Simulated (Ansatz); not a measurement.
**ClH₆NSi₂: one species, many methods**

How much do the methods differ for ClH₆NSi₂? The plan is to run it at one geometry with functionals of several rungs and with coupled cluster. The yardstick is the atomisation energy at the CCSD(T) limit.

Method: functionals in def2-TZVPP, the program's frozen cores in correlated methods; program: Ansatz 0.2.0, Gaussian basis.

Levels to be run: LDA (SPW92), PBE-D4, revPBE-D4, BLYP-D4, r2SCAN-D4, B97M-V, PBE0-D4, B3LYP-D4, r2SCANh-D4, r2SCAN0-D4, HSE06-D4, BHLYP-D4, CAM-B3LYP-D4, LC-ωPBE, ωB97X-V, ωB97M-V, B2PLYP, PBE-QIDH; CCSD(T)/def2-SVP; CCSD(T)/def2-TZVPP; MP2/def2-QZVPP; extrapolation to the limit; RPA on PBE.

### 1 Structure used throughout

The geometry comes from an earlier relaxation with PBE0-D4 in a triple-zeta def2 set; it is a stationary point, not always the lowest conformer.

10 atoms, charge 0, spin multiplicity 1.

Atoms are counted from 1 here; the program's logs count them from 0.

Bond lengths: Si1–N2 1.734 Å, Si1–H5 1.484 Å, Si1–H6 1.487 Å, Si1–H7 1.487 Å, N2–Si3 1.708 Å, N2–H8 1.011 Å, Si3–Cl4 2.065 Å, Si3–H9 1.477 Å, Si3–H10 1.479 Å. Angles: N2–Si1–H5 106.6°, N2–Si1–H6 112.3°, N2–Si1–H7 110.5°, H5–Si1–H6 109.5°, H5–Si1–H7 110.1°, H6–Si1–H7 107.8°, Si1–N2–Si3 127.5°, Si1–N2–H8 116.1°, Si3–N2–H8 115.4°, N2–Si3–Cl4 113.2°, N2–Si3–H9 108.8°, N2–Si3–H10 109.5°, Cl4–Si3–H9 106.4°, Cl4–Si3–H10 106.0°, H9–Si3–H10 113.0°.

### 2 LDA

This LDA is Slater exchange with PW92 correlation.

The input, in.yaml:

```yaml
crystal:
  periodic: [false, false, false]
  atoms:
    - {symbol: Si, position_ang: [-0.375079, 1.453658, 0.454724]}
    - {symbol: N, position_ang: [0.207807, -0.171054, 0.616816]}
    - {symbol: Si, position_ang: [0.479319, -1.307615, -0.629253]}
    - {symbol: Cl, position_ang: [-1.223826, -2.339848, -1.175525]}
    - {symbol: H, position_ang: [-0.292642, 1.791905, -0.987371]}
    - {symbol: H, position_ang: [-1.780462, 1.597911, 0.919459]}
    - {symbol: H, position_ang: [0.465029, 2.388964, 1.248188]}
    - {symbol: H, position_ang: [0.223545, -0.545911, 1.555803]}
    - {symbol: H, position_ang: [0.936930, -0.590072, -1.836948]}
    - {symbol: H, position_ang: [1.442477, -2.329136, -0.162995]}
basis:
  gaussian: {orbitals: def2-TZVPP}
hamiltonian: {xc: lda}
output: {orbitals: {seedname: orbitals}}
```

After this run come: PBE-D4 (GGA); revPBE-D4 (GGA); BLYP-D4 (GGA); r2SCAN-D4 (meta-GGA); B97M-V (meta-GGA); PBE0-D4 (hybrid); B3LYP-D4 (hybrid); r2SCANh-D4 (hybrid); r2SCAN0-D4 (hybrid); HSE06-D4 (hybrid); BHLYP-D4 (hybrid); CAM-B3LYP-D4 (range-separated); LC-ωPBE-D4 (range-separated); ωB97X-V (range-separated); ωB97M-V (range-separated); B2PLYP (double hybrid); PBE-QIDH (double hybrid); CCSD(T) in def2-SVP; CCSD(T) in def2-TZVPP; MP2 in def2-QZVPP; RPA on PBE orbitals.

Before running them: what should the planned runs give, taken together? Wanted: atomisation energy, CCSD(T)/CBS; farthest beyond LDA; mean size of error, GGA; mean size of error, meta-GGA; mean size of error, hybrid; mean size of error, range-separated; mean size of error, double hybrid; gap, smallest and largest; T1 diagnostic.

**Answer**, as computed:

| quantity | value |
| --- | --- |
| atomisation energy, CCSD(T)/CBS | 3193.5 kJ/mol |
| functionals within 16.0 kJ/mol (0.5 %) | B97M-V, B3LYP-D4, CAM-B3LYP-D4, ωB97M-V |
| farthest beyond LDA | revPBE-D4 (-83.4 kJ/mol) |
| mean size of error, GGA | 51.0 kJ/mol |
| mean size of error, meta-GGA | 12.6 kJ/mol |
| mean size of error, hybrid | 42.0 kJ/mol |
| mean size of error, range-separated | 20.8 kJ/mol |
| mean size of error, double hybrid | 53.0 kJ/mol |
| gap, smallest and largest | 5.62 eV (LDA (SPW92)), 12.82 eV (LC-ωPBE) |
| T1 diagnostic | 0.0101 |
| triples share of the correlation energy | 3.6 % |

In words: LDA overbinds by 341.6 kJ/mol (11 %). PBE-D4 is off by -29.0 kJ/mol. Double hybrids carry the basis error of their MP2 part in triple zeta, and no dispersion term here, so their miss is partly the set-up's. By mean error the best rung here is meta-GGA (12.6 kJ/mol) and the worst beyond LDA is double hybrid (53.0 kJ/mol). The reference freezes the cores and leaves out relativity and excitations past (T), so misses under about 16.0 kJ/mol can't be ranked. Hartree-Fock recovers 74 % of the binding; the rest is correlation. CCSD(T) in def2-SVP is off by -266.7 kJ/mol, worse than the median functional, from the basis alone. The gap grows from 5.6 to 12.8 eV across the functionals, mostly with the share of exact exchange.
